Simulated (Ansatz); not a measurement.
Write a Python script for Ansatz 0.2.0 through its Python package that makes Wannier functions of the valence bands of BaZrO₃, space group Pm-3m. Settings: PBE, PAW, the default cutoff (420 eV here), 4×4×4 k-points, fixed occupations.

```
Ba Zr O
1.0
     4.19134    0.00000    0.00000
     0.00000    4.19134    0.00000
     0.00000    0.00000    4.19134
Ba Zr O
1 1 3
Cartesian
  0.0000 0.0000 0.0000
  2.0957 2.0957 2.0957
  0.0000 2.0957 2.0957
  2.0957 0.0000 2.0957
  2.0957 2.0957 0.0000
```

`bazro3.py`:
```python
"""Wannier functions of the anion p bands of BaZrO3."""

from pathlib import Path

import ansatz
import tomllib


def main() -> None:
    cell = (
        ansatz.Lattice.cubic(4.19134)
        .space_group(221)
        .atom("Ba", (0.0, 0.0, 0.0))
        .atom("Zr", (0.5, 0.5, 0.5))
        .atom("O", (0.0, 0.5, 0.5))
    )

    base = (
        cell.calculation()
        .functional("pbe")
        .kpoints(4)
        .occupations("fixed")
        .wannier(mesh=(3, 3, 3), projections=[ansatz.TrialShell("O", "p")], minimise=True)
    )
    res = base.run(runs_dir="w90")
    spreads = tomllib.loads(Path(res.output_folder, "results", "wannier.spreads.toml").read_text())
    print("converged:", spreads["converged"], "in", spreads["n_iter"], "steps; least projectability", round(spreads["least_projectability"], 3))
    print("invariant, diagonal, off-diagonal spread (A^2):", *(round(spreads[k], 4) for k in ("omega_i_ang2", "omega_d_ang2", "omega_od_ang2")))
    for function in spreads["wannier"]:
        print("centre", [round(v, 3) for v in function["r"]], "spread", round(function["spread"], 4))


if __name__ == "__main__":
    main()
```

```console
$ python bazro3.py
DeckWarning: basis.ecutwfc = 420 eV, auto-derived from the records' recommended cutoffs: set by Ba (normal level)
converged: True in 7 steps; least projectability 0.858
invariant, diagonal, off-diagonal spread (A^2): 11.3252 0.0 0.0744
centre [2.096, 2.096, -0.0] spread 1.1139
centre [2.096, -0.0, 2.096] spread 1.1139
centre [-0.0, 2.096, 2.096] spread 1.1139
centre [2.096, -0.0, 2.096] spread 1.343
centre [-0.0, 2.096, 2.096] spread 1.343
centre [2.096, 2.096, -0.0] spread 1.343
centre [2.096, 2.096, 0.0] spread 1.343
centre [2.096, -0.0, 2.096] spread 1.343
centre [-0.0, 2.096, 2.096] spread 1.343
```
(Warnings from the package without file and line.)

Caveats:
- The run is spin-unpolarised.
- The starting cell is as deposited in a crystallographic database; the results hold for this polymorph, which needn't be the stable one.
- Timing: 3.7 s on 1 thread of Intel(R) Xeon(R) Platinum 8259CL CPU @ 2.50GHz (Skylake/Cascade Lake), with other jobs on the host, peak memory 0.4 GiB.

(Lines on the test bed's own set-up are left out of the output.)
